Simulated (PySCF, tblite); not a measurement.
# C3H13ClSSi3: geometry, infrared bands and NMR shifts

Aim: predict the infrared bands and NMR shifts of C3H13ClSSi3 (`CCS[Si@@H](C[SiH3])[SiH2]Cl`).

The runs use tblite 0.8.0 and PySCF 2.14.0, with density-fitted response routines of our own; the level of theory stands in each step. All values are computed, except where a source is named. Atoms count from 0, in the outputs and in this text.

### Step 1. The starting structure

21 atoms, charge 0, multiplicity 1; geometry from: force field or distance geometry start.

Bonds of the start (Å): C0–C1 1.50, C1–S2 1.75, S2–Si3 2.10, Si3–C4 1.89, C4–Si5 1.88, Si3–Si6 2.22, Si6–Cl7 2.10, C0–H8 1.10, C0–H9 1.10, C0–H10 1.11, C1–H11 1.12, C1–H12 1.14, Si3–H13 1.48, C4–H14 1.09, C4–H15 1.11, Si5–H16 1.47, Si5–H17 1.48, Si5–H18 1.46, Si6–H19 1.49, Si6–H20 1.46.

### Step 2. Relaxing the molecule with GFN2-xTB

What the job is given:

```
{"job": {"kind": "relax", "xc": "GFN2-xTB", "basis": "xTB"}, "charge": 0, "multiplicity": 1}
C      3.012200     0.273000     0.118900
C      2.606300    -1.109300    -0.287500
S      1.130100    -1.302600    -1.200400
Si    -0.557700    -0.155500    -0.715800
C     -1.546300    -0.790500     0.765700
Si    -3.356600    -0.736100     0.253100
Si    -0.208100     2.008700    -0.379700
Cl    -1.961600     2.785500     0.475200
H      2.194800     0.898600     0.502200
H      3.578600     0.735900    -0.702500
H      3.728700     0.164500     0.962400
H      3.446600    -1.484900    -0.924200
H      2.647000    -1.781400     0.630700
H     -1.484600    -0.239300    -1.860700
H     -1.321300    -1.826000     1.008600
H     -1.454000    -0.118000     1.646300
H     -3.717600     0.659600    -0.019000
H     -3.486200    -1.592700    -0.948700
H     -4.236900    -1.284500     1.280900
H      0.859900     2.218800     0.634300
H      0.117600     2.693300    -1.621600
```

Started as:

```
> OMP_NUM_THREADS=1 python probes_run.py task.json out
```

This one command runs all jobs of the session in turn.

**Question.** This job is followed by: GFN2-xTB harmonic vibrations, gas phase; GIAO PBE0/pcSseg-1 NMR shielding, non-relativistic, gas phase. Predict these results of the whole session: strongest single infrared mode (GFN2-xTB); zero-point energy (GFN2-xTB); ¹³C shifts against TMS (PBE0/pcSseg-1); ¹H shifts against TMS (PBE0/pcSseg-1, means over atoms taken as alike); ³³S shifts against CS2 (PBE0/pcSseg-1); ²⁹Si shifts against TMS (PBE0/pcSseg-1); ³⁵Cl shifts against HCl (PBE0/pcSseg-1).

The runs gave:

| quantity | value |
| --- | --- |
| strongest single infrared mode (GFN2-xTB) | 790 cm⁻¹, 558 km/mol |
| zero-point energy (GFN2-xTB) | 90.5 kcal/mol |
| ¹³C shifts against TMS (PBE0/pcSseg-1) | 26.9, 23.6, -5.8 ppm |
| ¹H shifts against TMS (PBE0/pcSseg-1, means over atoms taken as alike) | 5.27, 5.22, 4.84, 4.10, 2.46, 2.35, 1.04, 0.38, 0.11 ppm |
| ³³S shifts against CS2 (PBE0/pcSseg-1) | -78 ppm |
| ²⁹Si shifts against TMS (PBE0/pcSseg-1) | -24.1, -33.1, -75.2 ppm |
| ³⁵Cl shifts against HCl (PBE0/pcSseg-1) | -89 ppm |

The optimisation took 169 steps and gained 1.019 eV; among the close pairs (by a distance rule), Si3–Si6 changed most, from 2.218 to 2.321 Å. All 57 modes are real, so the xTB geometry is a minimum. Unscaled tight-binding wavenumbers are off by several per cent, some by more. Its intensities can rank the bands wrongly. At PBE0/pcSseg-1: The largest span, 262 ppm, is at S2, where the paramagnetic term is -478 ppm.
